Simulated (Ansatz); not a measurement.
# TeAs2: the cost of one run

Program: Ansatz 0.2.0. Level of theory: DFT PBE, scalar-relativistic, plane waves, PAW. These are calculated values, not measurements.

## 1. The structure to begin with

It takes space group I4_1/amd (No. 141, tetragonal). The conventional cell has a = 7.113 Å, b = 7.113 Å, c = 5.881 Å, α = 90.00°, β = 90.00°, γ = 90.00°. Te (site symmetry -4m2) has 4 As at 2.83 Å as nearest neighbours. As (site symmetry 2/m) is surrounded by 2 Te at 2.83 Å and 4 As at 2.91 Å.

Coordinates:

```
CELL_PARAMETERS angstrom
-3.55645 3.55645 2.94052
3.55645 -3.55645 2.94052
3.55645 3.55645 -2.94052
ATOMIC_POSITIONS crystal
Te 0.75000 0.25000 0.50000
Te 0.00000 0.00000 0.00000
As 0.37500 0.62500 0.25000
As 0.37500 0.12500 0.75000
As 0.37500 0.62500 0.75000
As 0.87500 0.62500 0.25000
```

The start is a polymorph listed in a database, not an invented cell.

## 2. A first look at the guess

The input, input.yaml:

```yaml
crystal:
  lattice:
    - [-3.55645394, 3.55645394, 2.940516]
    - [3.55645394, -3.55645394, 2.940516]
    - [3.55645394, 3.55645394, -2.940516]
  atoms:
    - { symbol: Te, position: [0.75, 0.25, 0.5] }
    - { symbol: Te, position: [0.0, 0.0, 0.0] }
    - { symbol: As, position: [0.375, 0.625, 0.25] }
    - { symbol: As, position: [0.375, 0.125, 0.75] }
    - { symbol: As, position: [0.375, 0.625, 0.75] }
    - { symbol: As, position: [0.875, 0.625, 0.25] }
basis:
  ecutwfc: 420
kpoints:
  mp_grid: { grid: [4, 4, 4] }
hamiltonian:
  xc: pbe
scf:
  occupations: { method: gaussian, width: 0.1 }
  lower_state_search: "off"
output:
  forces: true
  stress: true
  eigenvalues: true
```

Command:

```console
> ansatz run input.yaml --threads 1 --pin off --max-ram 2560MiB --backend cpu --events-out ev --progress --plain --runs-dir out
```

What time and memory should one allow on 1 thread of AMD EPYC 7R43 (Zen 3), shared host?

About 5.3 s, with a peak of 0.48 GiB.
